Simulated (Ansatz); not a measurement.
# CuF: further runs on a relaxed guess

Method: DFT PBE, scalar-relativistic, plane waves, PAW, in Ansatz 0.2.0.

## (1) The structure to begin with

The structure is cubic, space group Pm-3m (No. 221). Conventional cell: a = 2.794 Å, b = 2.794 Å, c = 2.794 Å, α = 90.00°, β = 90.00°, γ = 90.00°. Around Cu (site symmetry m-3m) lie 8 F at 2.42 Å. F (site symmetry m-3m) has 8 Cu at 2.42 Å as nearest neighbours.

As a file:

```
Cu F
1.0
     2.79413    0.00000    0.00000
     0.00000    2.79413    0.00000
     0.00000    0.00000    2.79413
Cu F
1 1
Direct
  0.00000 0.00000 0.00000
  0.50000 0.50000 0.50000
```

The cell was relaxed beforehand at this level, from an invented guess; it needn't be the stable form of this composition. At a tolerance of 0.05 Å it has space group Pm-3m (No. 221); it has 10.91 Å³/atom, an uncorrected energy of -0.69 eV/atom over the elements.

## (2) Electronic structure at the relaxed geometry

Contents of input.yaml:

```yaml
crystal:
  lattice:
    - [2.794127526, 0.0, 0.0]
    - [0.0, 2.794127526, 0.0]
    - [0.0, 0.0, 2.794127526]
  atoms:
    - { symbol: Cu, position: [0.0, 0.0, 0.0] }
    - { symbol: F, position: [0.5, 0.5, 0.5] }
basis:
  ecutwfc: 420
kpoints:
  mp_grid: { grid: [20, 20, 20] }
  band_path:
    path:
      - [[0.0, 0.0, 0.0], [0.0, 0.5, 0.0], [0.5, 0.5, 0.0], [0.0, 0.0, 0.0], [0.5, 0.5, 0.5], [0.0, 0.5, 0.0]]
      - [[0.5, 0.5, 0.5], [0.5, 0.5, 0.0]]
    npoints: 14
hamiltonian:
  xc: pbe
scf:
  occupations: { method: gaussian, width: 0.1 }
  n_extra_bands: 6
output:
  forces: true
  stress: true
  eigenvalues: true
  populations: true
  dos: { projected: true, de: 0.02, nscf_kmesh: { grid: [30, 30, 30] } }
  bader: true
```

Run with:

```sh
ansatz run input.yaml --threads 1 --pin off --max-ram 2048MiB --backend cpu --events-out ev --progress --plain --runs-dir out
```

Q: Estimate wall time and peak memory on 1 thread of Arm Neoverse N1, shared host.

About 44 s, with a peak of 0.49 GiB.
